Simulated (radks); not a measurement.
**Valence configurations of Tc⁺**

An exercise on one series of results from a longer session: the logs are not shown, and one member is left open.

The numbers are computed with radks (a radial shooting solver on a logarithmic mesh, Libxc functionals) version 1 (scalar-relativistic Kohn-Sham, r2SCAN, spin-unpolarised, spherical densities, finite nucleus), except any that are marked as measured or tabulated.

## What is computed

```
element            : technetium (Z = 43)
charge             : +1
electrons          : 42
configuration      : [Kr] 4d5 5s1
nuclear rms radius : 4.4112 fm
others tried       : 4d4.5 5s1 5p0.5; 4d5 5p1; 4d4 5s1 5p1; 4d3 5s1 5p2; 4d5 5s0.5 5p0.5; 4d6; 4d4 5s2; 4d2 5s1 5p3; 4d5.5 5s0.5
```

The outer shells:

Tc⁺
```
[Kr] core
4d [↑ ][↑ ][↑ ][↑ ][↑ ]
5s [↑ ]
```

The first run:

The run's settings:

```text
Z 43
configuration [Kr] 4d5 5s1
relativity scalar-relativistic
functional r2scan,r2scan
spin unpolarised
nucleus finite rms 4.4112 fm
c 137.035999084
```

Steps of the session up to this table: [Kr] 4d5 5s1.

One table of the session follows, with a row left open; its other results are not shown here.

It belongs to the step «[Kr] 4d5 5s1». Radial moments (bohr):

| level | <r> | outermost maximum (interpolated) | 90 % within | nodes |
| --- | --- | --- | --- | --- |
| 2p | 0.1304 | 0.101 | 0.212 | 0 |
| 3s | ? | ? | ? | ? |
| 3p | 0.4157 | 0.365 | 0.627 | 1 |
| 3d | 0.3990 | 0.312 | 0.636 | 0 |
| 4s | 1.062 | 0.951 | 1.54 | 3 |
| 4p | 1.175 | 1.02 | 1.74 | 2 |
| 4d | 1.666 | 1.27 | 2.67 | 1 |
| 5s | 3.046 | 2.65 | 4.46 | 4 |

Estimate the missing values for 3s.

**Answer.** <r>: 0.4144; outermost maximum (interpolated): 0.372; 90 % within: 0.611; nodes: 2. In the column «<r>» it lies between 3d (0.3990) and 3p (0.4157).
